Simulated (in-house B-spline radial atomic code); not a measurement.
# Os³⁺: excited configurations

Wanted: excitation energies of Os³⁺ as differences of total energies (ΔSCF).

Method: scalar-relativistic (spin-free one-electron X2C) LDA (Slater, VWN5), spin-polarised, spherical fractional occupations, Fermi nucleus, basis-set limit. Code: in-house B-spline radial atomic code version 1.

## 1. The atom as given

| Item | Value |
| --- | --- |
| element | osmium (Z = 76) |
| charge | +3 |
| electrons | 73 |
| configuration | [Xe] 4f14 5d5 |
| Hamiltonian | scalar-relativistic (X2C) |
| nucleus | Fermi, rms radius 5.413 fm |

The outer shells:

[Xe] 4f14 5d5
```
[Xe] core
4f [↑↓][↑↓][↑↓][↑↓][↑↓][↑↓][↑↓]
5d [↑ ][↑ ][↑ ][↑ ][↑ ]
```

Where spins are not typed, each open shell is filled with up spins first.

Input settings:

```ini
Z = 76
electrons = 73.0
configuration = [Xe] 4f14 5d5
hamiltonian = x2c
method = lda,vwn
spin_polarised = True
nucleus = fermi
rms_radius = 5.4126
mass_number = 192
atomic_mass = 191.961478765
speed_of_light = 137.035999084
```

The reference is known from an earlier run: -17242.823913 hartree in all. Up to eight levels, counted from the top:

```csv
orbital,occupation,energy (eV),<r> (bohr)
4d down,5,-302.52,0.4893
5s up,1,-123.07,1.007
5s down,1,-120.67,1.000
4f up,7,-83.244,0.5579
5p up,3,-82.843,1.161
4f down,7,-82.626,0.5543
5p down,3,-79.892,1.153
5d up,5,-36.546,1.604
```

## 2. Run with [Kr] 4d10 4f14 5s2 5p5 5d5 6d1

Input settings:

```ini
Z = 76
electrons = 73.0
configuration = [Kr] 4d10 4f14 5s2 5p5 5d5 6d1
hamiltonian = x2c
method = lda,vwn
spin_polarised = True
nucleus = fermi
rms_radius = 5.4126
mass_number = 192
atomic_mass = 191.961478765
speed_of_light = 137.035999084
```

## 3. [Kr] 4d9 4f14 5s2 5p6 5d6

Changes to the settings of step 2:

```diff
@@ -2,3 +2,3 @@
 electrons = 73.0
-configuration = [Kr] 4d10 4f14 5s2 5p5 5d5 6d1
+configuration = [Kr] 4d9 4f14 5s2 5p6 5d6
 hamiltonian = x2c
```

## 4. Run with [Xe] 4f13 5d5 6d1

Changes to the settings of step 3:

```diff
@@ -2,3 +2,3 @@
 electrons = 73.0
-configuration = [Kr] 4d9 4f14 5s2 5p6 5d6
+configuration = [Xe] 4f13 5d5 6d1
 hamiltonian = x2c
```

## 5. Run with [Kr] 4d9 4f14 5s2 5p6 5d5 5f1

Changes to the settings of step 4:

```diff
@@ -2,3 +2,3 @@
 electrons = 73.0
-configuration = [Xe] 4f13 5d5 6d1
+configuration = [Kr] 4d9 4f14 5s2 5p6 5d5 5f1
 hamiltonian = x2c
```

## 6. Run with [Kr] 4d10 4f14 5s2 5p5 5d5 5f1

Changes to the settings of step 5:

```diff
@@ -2,3 +2,3 @@
 electrons = 73.0
-configuration = [Kr] 4d9 4f14 5s2 5p6 5d5 5f1
+configuration = [Kr] 4d10 4f14 5s2 5p5 5d5 5f1
 hamiltonian = x2c
```

Before running: How far above the reference does each configuration lie (order and size, in eV)?

As calculated:

| net move | configuration | 2|M_S|+1 | energy above the reference (eV) | largest <r> (bohr) |
| --- | --- | --- | --- | --- |
| 5p → 6d | [Kr] 4d10 4f14 5s2 5p5 5d5 6d1 | 8 | 69.238 | 3.91 |
| 5p → 5f | [Kr] 4d10 4f14 5s2 5p5 5d5 5f1 | 8 | 71.727 | 3.51 |
| 4f → 6d | [Xe] 4f13 5d5 6d1 | 8 | 76.753 | 3.88 |
| 4d → 5d | [Kr] 4d9 4f14 5s2 5p6 5d6 | 6 | 274.20 | 1.57 |
| 4d → 5f | [Kr] 4d9 4f14 5s2 5p6 5d5 5f1 | 8 | 300.15 | 3.51 |

**Reading.** The lowest of them is 5p → 6d at 69.238 eV and the highest 4d → 5f at 300.15 eV. 5 of them lie more than 60 % above minus the reference's highest level (36.546 eV), in the range where a state can decay by emitting an electron. The reference has 2|M_S|+1 = 6; 4 of the configurations differ from it in spin. These are spherical averages at the typed spins, not spectroscopic levels.
